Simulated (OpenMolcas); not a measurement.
# Ir²⁺ among point charges: CASSCF and CASPT2 levels and susceptibility

Aim: the splitting of the states of Ir²⁺ in the field of 6 point charges, its lowest levels with spin-orbit coupling and its magnetic susceptibility.

Method: state-averaged CASSCF and CASPT2, spin-orbit coupling by RASSI with atomic mean-field integrals. Code: OpenMolcas 26.06.

## Step 1: Starting point

```
Species                           : Ir²⁺ (iridium, Z = 77, 75 electrons)
Basis                             : ANO-RCC-VDZP [7s6p4d2f], 59 functions
Scalar Hamiltonian                : DKH2, point nucleus
Inactive shells                   : 1s 2s 2p 3s 3p 3d 4s 4p 4d 4f 5s 5p
Active space                      : 7 electrons in 5 orbitals (5d)
Some configurations of this space : 5d7
Orbitals                          : optimised for each spin and parity, averaged over all roots
```

Outer shells as boxes (Hund's rule):

5d7
```
5d [↑↓][↑↓][↑ ][↑ ][↑ ]
```

The ion sits among 6 point charges of -0.8 e arranged as a trigonal prism (D3h), 1.77 Å from the ion, with a polar angle of 48.1° against the regular 49.1°.

Each step is its own input file, run in one work folder so that later steps find the files of earlier ones. Labels, J, g values, rates, χT and fits are worked out afterwards by a script from the matrices that RASSI stores.

## Step 2: Basis and integrals

Input file a.inp:

```
&GATEWAY
Coord
1

Ir 0.0 0.0 0.0
Basis=ANO-RCC-VDZP
Group=NoSym
NoMove
AngMom=0.0 0.0 0.0
AMFI
XField
6 Angstrom 0
1.317803 0.000000 1.181650 -0.800000
-0.658901 1.141251 1.181650 -0.800000
-0.658901 -1.141251 1.181650 -0.800000
1.317803 0.000000 -1.181650 -0.800000
-0.658901 1.141251 -1.181650 -0.800000
-0.658901 -1.141251 -1.181650 -0.800000
&SEWARD
```

Run with:

```sh
OMP_NUM_THREADS=1 MOLCAS_MEM=1689 MOLCAS_PROJECT=a pymolcas a.inp > a.log
```

## Step 3: CASSCF: quartets, 10 roots

Input file a.inp:

```
&RASSCF
FileOrb=start.orb
Symmetry=1
Spin=4
nActEl=7 0 0
Inactive=34
Ras2=5
CIRoot=10 10 1
SDav=10
CIMx=300
Iter=120 100
PrWF=0.3
OrbListing=Nothing
MaxOrb=0
>>> COPY $Project.JobIph JOB001
```

start.orb holds the contracted functions of the basis, ordered by shell, or the orbitals of the step before.

## Step 4: Reference wave functions, doublets, 40 roots

Input file a.inp:

```
&RASSCF
FileOrb=start.orb
Symmetry=1
Spin=2
nActEl=7 0 0
Inactive=34
Ras2=5
CIRoot=40 40 1
SDav=40
CIMx=300
Iter=120 100
PrWF=0.3
OrbListing=Nothing
MaxOrb=0
>>> COPY $Project.JobIph JOB002
```

## Step 5: RASSI: spin-orbit coupling between the states

Input file a.inp:

```
&RASSI
NrOfJobIphs=2 10 40
1 2 3 4 5 6 7 8 9 10
1 2 3 4 5 6 7 8 9 10 11 12 13 14 15 16 17 18 19 20 21 22 23 24 25 26 27
28 29 30 31 32 33 34 35 36 37 38 39 40
IphNames
JOB001
JOB002
EJob
SpinOrbit
DIPRint=1.0
SOCoupling=1000.0
Subsets=2
Property=9
'ANGMOM' 1 'ANGMOM' 2 'ANGMOM' 3 'MLTPL  1' 1 'MLTPL  1' 2 'MLTPL  1' 3
'AMFI' 1 'AMFI' 2 'AMFI' 3
SOProperty=3
'ANGMOM' 1 'ANGMOM' 2 'ANGMOM' 3
```

## Step 6: CASPT2: IPEA 0.25, imaginary shift 0.1 (closed shells correlated: 4f 5s 5p)

Input file a.inp:

```
>>> COPY JOB001 $Project.JobIph
&CASPT2
Multistate=10 1 2 3 4 5 6 7 8 9 10
NoMult
Frozen=23
IPEA=0.25
Imaginary=0.1
MaxIter=60
WThr=0.0 0.3 0.05
PrWF=0.5
NoMix
>>> COPY JOB002 $Project.JobIph
&CASPT2
Multistate=40 1 2 3 4 5 6 7 8 9 10 11 12 13 14 15 16 17 18 19 20 21 22
23 24 25 26 27 28 29 30 31 32 33 34 35 36 37 38 39 40
NoMult
Frozen=23
IPEA=0.25
Imaginary=0.1
MaxIter=60
WThr=0.0 0.3 0.05
PrWF=0.5
NoMix
```

(Steps that only read results are left out.)

What does the calculation give? Wanted: spin-free ground state; first state of the same spin within the active space; lowest level; next level.

As calculated:

```
                                            quantity                                                                           value
                                              method  SS-CASPT2, IPEA 0.25, imaginary shift 0.1 (closed shells correlated: 4f 5s 5p)
                              spin-free ground state                                                  4E, 2-fold in its orbital part
first state of the same spin within the active space                                                                4A2 at 5920 cm⁻¹
                                        lowest level                                               2-fold E1/2, g = 0.11, 0.11, 9.67
                                          next level                                                                      642.6 cm⁻¹
                                         χT at 300 K                                                                  3.77 cm³ K/mol
                           effective moment at 300 K                                                                         5.49 μB
```

Cost by method:

```
                                                 method  time of its own steps  time with the reference
                                              A. CASSCF                   10 s                     10 s
B. SS-CASPT2, IPEA 0.25, imaginary shift 0.1, +4f 5s 5p                  9.7 s                     20 s
```

Times are of one thread on a shared host.

What this shows: The spin-free ground state (4E) comes to 100 % from free-ion F terms and keeps the highest spin of the shell. χT at 300 K is 3.77, against 1.88 cm³ K/mol for the spin alone, so orbital moment adds to it. An active space of the d shell alone favours high spin; real ions in strong fields can be low spin. CASPT2 does not keep the components of a term degenerate, and the means are used. The field of point charges can differ much from that of real complexes. With metal d orbitals alone active, the gaps between spin states are rough; where two lie within a few thousand cm-1, their order is open. Point charges carry no covalency, so the field is a model and not that of real ligands.
